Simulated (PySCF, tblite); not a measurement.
**C7H12BF: geometry, infrared bands and NMR shifts**

What infrared bands and NMR shifts should C7H12BF (`C=C1C[C@@H](B(C)C)[C@H]1F`) show?

The runs use tblite 0.8.0 and PySCF 2.14.0, with density-fitted response routines of our own; the level of theory stands in each step. All values are computed, except where a source is named. Atoms count from 0, in the outputs and in this text.

### 1 The molecule as given

21 atoms, charge 0, multiplicity 1; geometry from: force field or distance geometry start.

Bonds of the start (Å): C0–C1 1.34, C1–C2 1.49, C2–C3 1.52, C3–B4 1.58, B4–C5 1.59, B4–C6 1.60, C3–C7 1.51, C7–F8 1.38, C7–C1 1.47, C0–H9 1.08, C0–H10 1.10, C2–H11 1.09, C2–H12 1.12, C3–H13 1.12, C5–H14 1.11, C5–H15 1.09, C5–H16 1.11, C6–H17 1.10, C6–H18 1.10, C6–H19 1.12, C7–H20 1.09.

### 2 Relaxing the molecule with GFN2-xTB

Job settings and geometry (Å):

```
{"job": {"kind": "relax", "xc": "GFN2-xTB", "basis": "xTB"}, "charge": 0, "multiplicity": 1}
C      3.302000     0.585900    -0.042700
C      2.023000     0.186900    -0.014900
C      1.130800    -0.359000     1.045600
C      0.093200    -0.707600    -0.010600
B     -1.370200    -0.168000     0.224800
C     -1.691400     1.264300     0.823800
C     -2.487400    -0.703200    -0.782100
C      0.925100     0.077800    -0.991200
F      0.375400     1.319600    -1.207600
H      3.917000     0.572900     0.840100
H      3.664500     0.940400    -1.019900
H      0.811100     0.317700     1.841000
H      1.602200    -1.267600     1.492600
H      0.117900    -1.812600    -0.163600
H     -2.623500     1.155700     1.409400
H     -1.887600     1.929800    -0.017600
H     -0.825900     1.592000     1.435700
H     -2.200600    -1.642300    -1.272600
H     -2.660400     0.123900    -1.492900
H     -3.425100    -0.811000    -0.179000
H      1.201000    -0.423900    -1.918600
```

On the command line:

```sh
$ OMP_NUM_THREADS=1 python probes_run.py task.json out
```

This one command runs all jobs of the session in turn.

**Question.** This job is followed by: GFN2-xTB harmonic vibrations, gas phase; GIAO PBE0/pcSseg-1 NMR shielding, non-relativistic, gas phase. Predict these results of the whole session: strongest single infrared mode (GFN2-xTB); zero-point energy (GFN2-xTB); 13C shifts against TMS (PBE0/pcSseg-1, means over atoms taken as alike); 1H shifts against TMS (PBE0/pcSseg-1, means over atoms taken as alike); 11B shifts against BF3·OEt2 (PBE0/pcSseg-1); 19F shifts against CFCl3 (PBE0/pcSseg-1).

The runs gave:

| quantity | value |
| --- | --- |
| strongest single infrared mode (GFN2-xTB) | 1140 cm⁻¹, 152 km/mol |
| zero-point energy (GFN2-xTB) | 107.9 kcal/mol |
| 13C shifts against TMS (PBE0/pcSseg-1, means over atoms taken as alike) | 159.2, 117.4, 94.8, 40.3, 28.3, 16.3 ppm |
| 1H shifts against TMS (PBE0/pcSseg-1, means over atoms taken as alike) | 5.78, 5.71, 5.48, 2.76, 2.71, 2.43, 1.06 ppm |
| 11B shifts against BF3·OEt2 (PBE0/pcSseg-1) | 89.6 ppm |
| 19F shifts against CFCl3 (PBE0/pcSseg-1) | -191.8 ppm |

What this shows: Relaxing lowered the energy by 0.754 eV in 119 steps; the close pair that moved most is C3–C7, from 1.507 to 1.555 Å. No mode is imaginary among the 57: a minimum at this level. The strongest single mode, at 1140 cm⁻¹, has its largest shares on B4, H20, H13 and C7 (the list is cut at 4 atoms). Unscaled tight-binding wavenumbers are off by several per cent, some by more. Its intensities can rank the bands wrongly. The most deshielded carbon is C1 (fully substituted alkene carbon), at 159.2 ppm: an sp2 carbon of a C=C bond. H20 (hydrogen on an allylic sp3 CH bonded to F) lies farthest downfield among hydrogen, at 5.78 ppm; its carbon carries F, an electronegative neighbour.
